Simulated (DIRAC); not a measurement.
# AlBr at PBE/dyall-v2z (X2C-SO, uncontracted yes)

We compute a point of an energy scan of AlBr. 

Program for the calculation: DIRAC 26.1 (patched).

30 further runs of the same task are left out: 30 set aside as unsound or not needed.

## Step 1: The system as given

AlBr has 2 atoms, charge 0, and is taken as a singlet.

Bond lengths: Al1–Br2 2.327 Å.

## Step 2: A point of an energy scan at PBE/dyall-v2z (X2C-SO, uncontracted yes)

AlBr.xyz reads:

```xyz
2
geometry
Al      0.00000000      0.00000000      0.00000000
Br      0.00000000      0.00000000      2.32726858
```

dft.inp reads:

```
# scan
**DIRAC
.TITLE
 AlBr X2C-SO PBE
.WAVE FUNCTION
**HAMILTONIAN
.X2C
.DFT
PBE
**INTEGRALS
*READIN
.UNCONTRACT
**GRID
.ULTRAFINE
**WAVE FUNCTION
.SCF
**MOLECULE
*BASIS
.DEFAULT
dyall.v2z
*END OF
```

Launch:

```console
$ pam --inp=dft.inp --mol=AlBr.xyz --noarch --mw=163 --aw=368
```

The program printed:

```text
SCF - CYCLE
                                   -----------

* Convergence on norm of error vector (gradient).
  Desired convergence:1.000D-07
  Allowed convergence:1.000D-06

* ERGVAL - convergence in total energy
* FCKVAL - convergence in maximum change in total Fock matrix
* EVCVAL - convergence in error vector (gradient)
--------------------------------------------------------------------------------------------------------------------------------
           Energy               ERGVAL    FCKVAL    EVCVAL      Conv.acc    CPU          Integrals
--------------------------------------------------------------------------------------------------------------------------------
It.    1    -1558.955061225      0.00D+00  0.00D+00  0.00D+00               0.02720600s   Atom. scrpot
It.    2    -2848.758810208      1.29D+03 -1.35D+01  4.19D+00               0.37600000s   LL
It.    3    -2848.756464121     -2.35D-03 -2.90D-01  4.71D-01   DIIS   2    0.25800000s   LL
It.    4    -2848.733199916     -2.33D-02  5.21D-01  5.48D-01   DIIS   3    0.25700000s   LL
It.    5    -2848.829504972      9.63D-02 -3.93D-01  1.99D-01   DIIS   4    0.25700000s   LL
It.    6    -2848.832166432      2.66D-03  7.74D-02  2.29D-02   DIIS   5    0.25500000s   LL
It.    7    -2848.832240433      7.40D-05 -1.77D-02  1.45D-02   DIIS   6    0.25400000s   LL
It.    8    -2848.832321185      8.08D-05  5.55D-03  7.52D-04   DIIS   7    0.25600000s   LL
It.    9    -2848.832321300      1.16D-07 -5.99D-05  1.35D-04   DIIS   8    0.25300000s   LL
It.   10    -2848.832321302      2.02D-09  7.04D-05  3.08D-05   DIIS   9    0.25200000s   LL
It.   11    -2848.832321302      2.76D-10 -1.32D-05  1.93D-06   DIIS   9    0.25200000s   LL
It.   12    -2848.832321302      2.77D-11  6.79D-07  2.80D-07   DIIS   9    0.25200000s   LL
It.   13    -2848.832321303      2.36D-11  9.43D-08  2.24D-08   DIIS   9    0.24700000s   LL
--------------------------------------------------------------------------------------------------------------------------------
* Convergence after   13 iterations.
      No 2-ints    :    0.02700000s
      LL           :    0.26408333s

                                   TOTAL ENERGY
                                   ------------

   Charge of molecule : 0

   Electronic energy                        :    -2952.2907845270247

   Other contributions to the total energy
   Nuclear repulsion energy                 :      103.4584632245239

   Sum of all contributions to the energy
   Total energy                             :    -2848.8323213025010

                                   Eigenvalues
                                   -----------

* Block   1 in E1 :  Omega =  1/2
  * Closed shell, f = 1.0000
   -488.7802562250  ( 2)       -63.5633680032  ( 2)       -57.2096254734  ( 2)       -55.5153594190  ( 2)       -55.5010849341  ( 2)
     -8.6844028089  ( 2)        -6.4802039573  ( 2)        -6.2354310449  ( 2)        -3.9773987634  ( 2)        -2.5725808901  ( 2)
     -2.5556363861  ( 2)        -2.4188665202  ( 2)        -2.3812306963  ( 2)        -0.7123279669  ( 2)        -0.3496601742  ( 2)
     -0.2685271799  ( 2)        -0.2182671966  ( 2)
  * Virtual eigenvalues, f = 0.0000
     -0.0892886740  ( 2)        -0.0088367551  ( 2)         0.1169705966  ( 2)         0.1807301374  ( 2)         0.1853443134  ( 2)
      0.2324293989  ( 2)         0.3009832514  ( 2)         0.5324105117  ( 2)         0.5727573355  ( 2)         0.5965820647  ( 2)
      0.6859633936  ( 2)         0.9794254873  ( 2)         2.1627684552  ( 2)         2.3205397770  ( 2)         3.6637253501  ( 2)
      3.6984195583  ( 2)         4.1087376158  ( 2)         5.3843042799  ( 2)         5.5608195305  ( 2)         7.9511499702  ( 2)
     10.7583994460  ( 2)        10.8863713163  ( 2)        14.2745336296  ( 2)        14.4253922832  ( 2)        27.7400752037  ( 2)
     28.3560096163  ( 2)        30.1420718936  ( 2)        40.2790946779  ( 2)        40.4347929143  ( 2)        46.9750344287  ( 2)
     47.2094791528  ( 2)        59.8784090632  ( 2)       104.4647230890  ( 2)       106.4753595162  ( 2)       131.8641355507  ( 2)
    148.7609748381  ( 2)       149.2751253686  ( 2)       152.7123418861  ( 2)       153.5426410856  ( 2)       317.4176932215  ( 2)
    345.1972178401  ( 2)       351.9000186173  ( 2)       458.4519006611  ( 2)       566.1530986066  ( 2)       571.6046039447  ( 2)
    655.7197357590  ( 2)       660.6152214670  ( 2)      1098.7564407018  ( 2)      1124.8164157460  ( 2)      1206.7811545866  ( 2)
   1513.5024156888  ( 2)      3618.0197876984  ( 2)      3709.5084852173  ( 2)      3741.3857531619  ( 2)      5014.3776110168  ( 2)
  10109.8885087588  ( 2)     13315.2740332612  ( 2)     14131.8954779526  ( 2)     16627.4310153667  ( 2)     25233.4135865365  ( 2)
  57179.9215297786  ( 2)     60020.2184814122  ( 2)    145973.9349241993  ( 2)    413310.3850593418  ( 2)

* Block   2 in E1 :  Omega =  3/2
  * Closed shell, f = 1.0000
    -55.5005662664  ( 2)        -6.2333189271  ( 2)        -2.5585617438  ( 2)        -2.4165018788  ( 2)        -2.3800599199  ( 2)
     -0.2580024520  ( 2)
  * Virtual eigenvalues, f = 0.0000
     -0.0877736136  ( 2)         0.1812580697  ( 2)         0.2267246053  ( 2)         0.2333431636  ( 2)         0.5455681799  ( 2)
      0.5657065455  ( 2)         0.6894298190  ( 2)         2.1677376965  ( 2)         3.6036218472  ( 2)         3.6739375812  ( 2)
      5.5306470691  ( 2)        10.7770669036  ( 2)        14.2225117556  ( 2)        14.3117988767  ( 2)        28.3345727108  ( 2)
     40.3623972906  ( 2)        46.9257159485  ( 2)        47.1438705413  ( 2)       106.4580308245  ( 2)       149.2289109900  ( 2)
    152.6743546997  ( 2)       153.5020354108  ( 2)       351.8865502780  ( 2)       566.1304675330  ( 2)       571.5815495152  ( 2)
    660.5860516276  ( 2)      1124.8063378631  ( 2)      3741.3791562529  ( 2)     14131.8926953590  ( 2)

* Block   3 in E1 :  Omega =  5/2
  * Closed shell, f = 1.0000
     -2.3781041078  ( 2)
  * Virtual eigenvalues, f = 0.0000
      0.2267869494  ( 2)         0.5687174090  ( 2)         3.6197364939  ( 2)        14.2779500921  ( 2)        47.1215119553  ( 2)
    153.4870477447  ( 2)       571.5727643572  ( 2)

* Occupation in fermion symmetry E1
  * Inactive orbitals
      1/2  1/2  1/2  1/2  1/2  3/2  1/2  1/2  1/2  3/2  1/2  1/2  3/2  1/2  1/2  3/2  1/2  3/2
      5/2  1/2  1/2  1/2  3/2  1/2
  * Virtual orbitals
      1/2  3/2  1/2  1/2  1/2  3/2  1/2  3/2  5/2  1/2  3/2  1/2  1/2  3/2  3/2  5/2  1/2  1/2
      1/2  3/2  1/2  1/2  3/2  1/2  3/2  5/2  1/2  3/2  1/2  1/2  1/2  3/2  1/2  1/2  1/2  3/2
      1/2  3/2  1/2  5/2  3/2  1/2  1/2  3/2  1/2  1/2  1/2  3/2  1/2  3/2  1/2  5/2  3/2  1/2
      1/2  1/2  3/2  1/2  1/2  1/2  3/2  1/2  3/2  1/2  5/2  3/2  1/2  1/2  1/2  3/2  1/2  1/2
      3/2  1/2  5/2  3/2  1/2  1/2  3/2  1/2  1/2  3/2  1/2  1/2  1/2  1/2  1/2  3/2  1/2  1/2
      1/2  1/2  3/2  1/2  1/2  1/2  1/2  1/2  1/2  1/2

* Occupation of subblocks
                       E1 :   1/2  3/2  5/2
  closed shells (f=1.0000):   17    6    1
 virtual shells (f=0.0000):   64   29    7
tot.num. of pos.erg shells:   81   35    8

* HOMO - LUMO gap:

    E(LUMO) :    -0.08928867 au (symmetry E1 )
  - E(HOMO) :    -0.21826720 au (symmetry E1 )
  ------------------------------------------
    gap     :     0.12897852 au

 * Closing HDF5 checkpoint file
    - Checkpoint file contains all required data, can be used for restarts
    - Checkpoint file closed

*****************************************************
********** E N D   of   D I R A C  output  **********
*****************************************************

>>>> Total WALL time used in DIRAC: 4s
```

Wall time 3.6 s (1 thread of Arm Neoverse V2, shared host); peak memory 0.074 GiB.

## Step 3: Summary of results

Level: PBE/dyall-v2z (X2C-SO, uncontracted yes).

| quantity | value |
| --- | --- |
| total energy | -2848.83232 Eh |
| HOMO energy | -5.94 eV |
| LUMO energy | -2.43 eV |
| HOMO–LUMO gap | 3.51 eV |
